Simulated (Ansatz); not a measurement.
# TeH₂O (SMILES O[TeH]): functionals against CCSD(T) at one geometry

An exercise on one series of results from a longer session: the logs are not shown, and one member is left open.

Computed with Ansatz 0.2.0, Gaussian basis. Level: single points in def2-TZVPP.

Correlated methods freeze the cores. Filled d shells of the heavier atoms are correlated. Core potentials replace the inner electrons past krypton, and spin-orbit coupling is left out. B3LYP uses VWN-RPA correlation.

### Where the work starts

4 atoms, charge 0, spin multiplicity 1.

Atoms are counted from 1 here; the program's logs count them from 0.

Bond lengths: O1–Te2 2.017 Å, O1–H3 0.970 Å, Te2–H4 1.634 Å. Angles: Te2–O1–H3 111.9°, O1–Te2–H4 94.8°.

Coordinates:

```
atom    x (Å)    y (Å)    z (Å)
  O1  -0.4841  -0.6771   0.6721
 Te2   0.4343   1.0611   0.2193
  H3   0.0813  -1.4433   0.4874
  H4  -0.1161   1.1084  -1.3189
```

Set-up of the first run:

The input, run/in.yaml:

```yaml
crystal:
  periodic: [false, false, false]
  atoms:
    - {symbol: O, position_ang: [-0.484100, -0.677100, 0.672100]}
    - {symbol: Te, position_ang: [0.434300, 1.061100, 0.219300]}
    - {symbol: H, position_ang: [0.081300, -1.443300, 0.487400]}
    - {symbol: H, position_ang: [-0.116100, 1.108400, -1.318900]}
basis:
  gaussian: {orbitals: def2-TZVPP}
correlation: {method: ccsd_t}
output: {forces: true}
```

No record of the launch command was kept for these runs.

Steps of the session up to this table: CCSD(T)/def2-TZVPP; PBE0-D4/def2-TZVPP; wB97M-V/def2-TZVPP; r2SCAN-D4/def2-TZVPP; PBE-D4/def2-TZVPP; BLYP-D4/def2-TZVPP; B3LYP-D4/def2-TZVPP.

One table of the session follows, with a row left open; its other results are not shown here.

```
   method  RMS force component (eV/Å)  angle to CCSD(T) forces (°)  dipole (D)
  CCSD(T)                       0.408                    reference        1.63
  PBE0-D4                       0.480                          9.0        1.62
  wB97M-V                       0.457                          8.7        1.70
r2SCAN-D4                       0.411                         14.2        1.54
   PBE-D4                       0.412                         45.2        1.50
  BLYP-D4                           ?                            ?           ?
 B3LYP-D4                       0.380                         22.0        1.64
```

**Question.** Estimate the row for BLYP-D4.

As computed: RMS force component (eV/Å): 0.397; angle to CCSD(T) forces (°): 62.3; dipole (D): 1.54. In the column «RMS force component (eV/Å)» it lies between B3LYP-D4 (0.380) and CCSD(T) (0.408).
